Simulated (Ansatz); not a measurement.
# BH5SSeSi: the cost of one run

All numbers are computed with Ansatz 0.2.0, driven from Python. Level of theory: CAM-B3LYP/def2-SVP.

## 1. Starting point

Bond lengths: S1–B2 1.836 Å, B2–Si3 1.912 Å, Si3–Se4 2.230 Å, S1–H5 1.404 Å, B2–H6 1.189 Å, Si3–H7 1.508 Å, Si3–H8 1.518 Å, Se4–H9 1.613 Å. Angles: S1–B2–Si3 118.2°, S1–B2–H6 121.3°, Si3–B2–H6 120.5°, B2–S1–H5 93.1°, B2–Si3–Se4 112.4°, B2–Si3–H7 110.4°, B2–Si3–H8 110.3°, Se4–Si3–H7 108.9°, Se4–Si3–H8 109.0°, H7–Si3–H8 105.6°, Si3–Se4–H9 90.3°.

No structure file is read: the coordinates are typed or built in the script.

## 2. Script

scan_bh5ssesi.py reads:

```python
# -*- coding: utf-8 -*-
'''Stretching a bond of BH5SSeSi, the rest held rigid.'''

from dataclasses import dataclass
import warnings

import ansatz as az
from ase import Atoms
import numpy as np


@dataclass
class Options:
    basis: str = 'def2-SVP'
    xc: str = 'cam_b3lyp'


settings = Options()


def main():
    warnings.simplefilter('ignore', az.DeckWarning)

    atoms = Atoms(['S', 'B', 'Si', 'Se', 'H', 'H', 'H', 'H', 'H'], positions=[
        [-1.8283, 1.1297, 0.1906],
        [-0.3493, 0.727, -0.8202],
        [0.9394, -0.4844, -0.0944],
        [0.0686, -2.4923, 0.3349],
        [-1.224, 2.2592, 0.7649],
        [-0.1827, 1.2129, -1.8929],
        [1.5281, 0.0743, 1.1765],
        [2.1075, -0.6455, -1.0505],
        [-0.9709, -1.8273, 1.374],
    ])
    system = az.Crystal.molecule_from_ase(atoms)

    symbols = [site.symbol for site in system.cartesian_sites]
    start = np.array([site.position_ang for site in system.cartesian_sites])
    axis = (start[1] - start[2]) / np.linalg.norm(start[1] - start[2])
    moving = [0, 1, 4, 5]
    lengths, energies = [1.682, 1.759, 1.835, 1.912, 1.988, 2.065, 2.141, 2.256], []
    for length in lengths:
        xyz = start.copy()
        xyz[moving] += (length - np.linalg.norm(start[1] - start[2])) * axis
        point = az.Crystal.molecule()
        for symbol, xyz in zip(symbols, xyz):
            point = point.atom(symbol, xyz.tolist())
        base = point.calculation()
        base = base.basis(gaussian=settings.basis)
        base = base.functional(settings.xc)
        summary = base.run(threads=1).report
        energies.append(summary['free_energy_ev'])
        print(f'r = {length:6.3f} A  E = {energies[-1]:.5f} eV  <S^2> = {abs(summary["mean_field"]["state"]["spin_squared"]):.3f}')

    # quartic fit about the minimum
    fit = np.polynomial.Polynomial.fit(lengths, np.array(energies) - min(energies), 4).convert()
    roots = [r.real for r in fit.deriv().roots() if abs(r.imag) < 1e-9 and fit.deriv(2)(r.real) > 0]
    r_e = min(roots, key=lambda r: abs(r - lengths[int(np.argmin(energies))]))
    print(f'minimum of the fit at {r_e:.4f} A, force constant {fit.deriv(2)(r_e):.2f} eV/A^2')


if __name__ == '__main__':
    main()
```

## 3. The calls as engine input

The package turns the script's settings into the engine's input (first run):

```yaml
crystal:
  periodic: [false, false, false]
  atoms:
    - { symbol: S, position_ang: [-1.6733903222846735, 0.9840822584120846, 0.27784563054689526] }
    - { symbol: B, position_ang: [-0.19439032228467354, 0.5813822584120847, -0.7329543694531048] }
    - { symbol: Si, position_ang: [0.9394, -0.4844, -0.0944] }
    - { symbol: Se, position_ang: [0.0686, -2.4923, 0.3349] }
    - { symbol: H, position_ang: [-1.0690903222846735, 2.1135822584120847, 0.8521456305468953] }
    - { symbol: H, position_ang: [-0.02779032228467354, 1.0672822584120847, -1.8056543694531046] }
    - { symbol: H, position_ang: [1.5281, 0.0743, 1.1765] }
    - { symbol: H, position_ang: [2.1075, -0.6455, -1.0505] }
    - { symbol: H, position_ang: [-0.9709, -1.8273, 1.374] }
basis:
  gaussian:
    orbitals: def2-SVP
hamiltonian:
  xc: cam_b3lyp
```

## 4. Running it

The run is started by

```bash
python scan_bh5ssesi.py
```

Q: Estimate wall time and peak memory on 1 thread of Arm Neoverse V1, shared host.

About 44 s, with a peak of 0.35 GiB.
